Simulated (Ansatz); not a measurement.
Geometry optimisation, Ansatz 0.2.0, DFT PBE-D3(BJ), scalar-relativistic, plane waves, PAW.

Input file:

```yaml
crystal:
  lattice:
    - [5.79646, 0.0, 0.0]
    - [0.0, 5.66968, 0.0]
    - [0.0, 0.0, 15.183235]
  atoms:
    - { symbol: W, position: [0.0, 0.0, 0.0658621] }
    - { symbol: C, position: [0.0, 0.25, 0.1760688] }
    - { symbol: W, position: [0.25, 0.0, 0.2311721] }
    - { symbol: C, position: [0.25, 0.25, 0.3413788] }
    - { symbol: W, position: [0.0, 0.5, 0.0658621] }
    - { symbol: C, position: [0.0, 0.75, 0.1760688] }
    - { symbol: W, position: [0.25, 0.5, 0.2311721] }
    - { symbol: C, position: [0.25, 0.75, 0.3413788] }
    - { symbol: W, position: [0.5, 0.0, 0.0658621] }
    - { symbol: C, position: [0.5, 0.25, 0.1760688] }
    - { symbol: W, position: [0.75, 0.0, 0.2311721] }
    - { symbol: C, position: [0.75, 0.25, 0.3413788] }
    - { symbol: W, position: [0.5, 0.5, 0.0658621] }
    - { symbol: C, position: [0.5, 0.75, 0.1760688] }
    - { symbol: W, position: [0.75, 0.5, 0.2311721] }
    - { symbol: C, position: [0.75, 0.75, 0.3413788] }
    - { symbol: H, position: [0.0011078, 0.7816764, 0.4237065] }
    - { symbol: H, position: [0.1236398, 0.8385405, 0.4237065] }
basis:
  ecutwfc: 420.0
kpoints:
  mp_grid: { grid: [4, 5, 1] }
hamiltonian:
  xc: pbe
  dispersion: d3bj
  pseudopotentials: { kind: paw, azcp: { folder: soft_1 } }
scf:
  occupations: { method: gaussian, width: 0.05 }
  lower_state_search: "off"
relax:
  f_tol: 0.03
  max_steps: 60
  adjacent_minimum: "off"
  constraints: [{ sites: [0, 4, 8, 12] }]
output:
  write_density: true
  write_potential: true
  elf: true
  volumetric_format: npy
```

Command:

```bash
$ ansatz run input.yaml --threads 4 --pin off --max-ram 10240MiB --backend cpu --events-out ev --progress --plain --runs-dir out
```

Where does it end, and by what steps?

The forces met the threshold. Limits of this set-up: coarse k mesh, thin slab, slab without dipole correction, a typed lattice constant that wasn't relaxed here. After 21 steps the energy has fallen by 11.817 eV; C4 moved furthest, 1.36 Å. Parted: H17–H18 (0.78 → 2.46 Å). Joined: C4–W11 (3.63 → 2.45 Å), C4–C12 (2.90 → 1.34 Å), C4–W15 (3.63 → 2.45 Å), C8–C16 (2.90 → 1.44 Å), C8–H18 (1.53 → 1.10 Å), C16–H17 (1.93 → 1.10 Å).

| step | energy less start (eV) | largest force component (eV/Å) | accepted |
| --- | --- | --- | --- |
| 0 | 0.0000 | 3.041 | yes |
| 1 | -1.9156 | 2.742 | yes |
| 2 | -3.4957 | 3.449 | yes |
| 3 | -5.0484 | 2.977 | yes |
| 4 | -5.5932 | 3.900 | yes |
| 5 | -6.1752 | 1.552 | yes |
| 6 | -6.5184 | 1.765 | yes |
| 7 | -6.8130 | 2.648 | yes |
| 8 | -7.2260 | 2.379 | yes |
| 9 | -7.9141 | 2.128 | yes |
| 10 | -8.9164 | 1.976 | yes |
| 11 | -9.5948 | 1.320 | yes |
| 12 | -10.1252 | 0.958 | yes |
| 13 | -10.5219 | 1.566 | yes |
| 14 | -10.9647 | 1.700 | yes |
| 15 | -11.2184 | 3.961 | yes |
| 16 | -11.6994 | 1.010 | yes |
| 17 | -11.7106 | 0.706 | yes |
| 18 | -11.8057 | 0.347 | yes |
| 19 | -11.8154 | 0.100 | yes |
| 20 | -11.8162 | 0.083 | yes |
| 21 | -11.8165 | 0.012 | yes |

```xyz
18
Lattice="5.7965 0.0000 0.0000 0.0000 5.6697 0.0000 0.0000 0.0000 15.1832" Properties=species:S:1:pos:R:3
W 0.000 0.000 1.000
C -0.060 1.417 2.488
W 1.391 -0.003 3.423
C 0.187 1.417 4.677
W 0.000 2.835 1.000
C -0.024 4.252 2.542
W 1.391 2.838 3.423
C 0.734 4.251 5.025
W 2.898 0.000 1.000
C 2.865 1.417 2.633
W 4.383 0.009 3.479
C 4.708 1.418 5.089
W 2.898 2.835 1.000
C 2.911 4.252 2.633
W 4.383 2.826 3.479
C 5.089 4.253 5.069
H -1.191 4.253 6.052
H 1.266 4.251 5.987
```

Whether the end is a true minimum wasn't checked by a vibrational analysis.

Time of the run: 5 min on 4 threads of Arm Neoverse V1, on a shared host, peak memory 1.5 GiB.
